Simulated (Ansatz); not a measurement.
# C₂H₂BrI: a ladder of functionals and wavefunction methods

The task here is to estimate one member of a computed series from the others.

Program: Ansatz 0.2.0, Gaussian basis. Level of theory: functionals in def2-TZVPP, the program's frozen cores in correlated methods. These are calculated values, not measurements.

Levels to be run: PBE-D4, r2SCAN-D4, PBE0-D4, B3LYP-D4, ωB97X-V, ωB97M-V, B2PLYP; CCSD(T)/def2-TZVPP; MP2/def2-QZVPP; extrapolation to the limit.

**Structure used throughout**

An earlier PBE0-D4 in a triple-zeta def2 set relaxation fixed the geometry. I takes the def2 core potential; no spin-orbit term is included.

SMILES `Br/C=C\I`, 6 atoms, charge 0, spin multiplicity 1.

Atoms are counted from 1 here; the program's logs count them from 0.

Bond lengths: Br1–C2 1.866 Å, C2–C3 1.322 Å, C2–H5 1.083 Å, C3–I4 2.061 Å, C3–H6 1.083 Å. Angles: Br1–C2–C3 125.9°, Br1–C2–H5 113.3°, C3–C2–H5 120.9°, C2–C3–I4 126.2°, C2–C3–H6 119.8°, I4–C3–H6 113.9°.

Set-up of the first run:

in.yaml

```yaml
crystal:
  periodic: [false, false, false]
  atoms:
    - {symbol: Br, position_ang: [-0.309158, 0.086228, -2.157202]}
    - {symbol: C, position_ang: [0.463173, 0.262319, -0.467266]}
    - {symbol: C, position_ang: [-0.083930, -0.109834, 0.677092]}
    - {symbol: I, position_ang: [-1.934942, -0.985077, 0.914437]}
    - {symbol: H, position_ang: [1.446079, 0.716193, -0.491601]}
    - {symbol: H, position_ang: [0.453678, 0.039072, 1.604840]}
basis:
  gaussian: {orbitals: def2-TZVPP}
hamiltonian: {xc: pbe, dispersion: d4}
output: {forces: true, orbitals: {seedname: orbitals}}
```

On the command line:

```bash
> ansatz run in.yaml --threads 4 --pin off --events-out ev --progress --plain --max-ram 10444MiB
```

Steps of the session up to this table: PBE-D4 (GGA); r2SCAN-D4 (meta-GGA); PBE0-D4 (hybrid); B3LYP-D4 (hybrid); ωB97X-V (range-separated); ωB97M-V (range-separated); B2PLYP (double hybrid); CCSD(T) in def2-TZVPP; MP2 in def2-QZVPP.

One of the session's tables, all rows but one given; the rest of the session is left out.

It belongs to the step «Atomisation energies». 

```
            method  atomisation energy (kJ/mol)
            PBE-D4                       2125.6
         r2SCAN-D4                       2048.5
           PBE0-D4                            ?
          B3LYP-D4                       2023.5
           ωB97X-V                       2021.8
           ωB97M-V                       2020.9
            B2PLYP                       2005.4
     HF/def2-TZVPP                       1385.1
    MP2/def2-TZVPP                       2049.6
   CCSD/def2-TZVPP                       1923.7
CCSD(T)/def2-TZVPP                       1977.6
           MP2/CBS                       2116.3
       CCSD(T)/CBS                       2044.3
```

Estimate the missing values for PBE0-D4.

The run gave: atomisation energy (kJ/mol): 2064.6. In the column «atomisation energy (kJ/mol)» it lies between MP2/def2-TZVPP (2049.6) and MP2/CBS (2116.3).
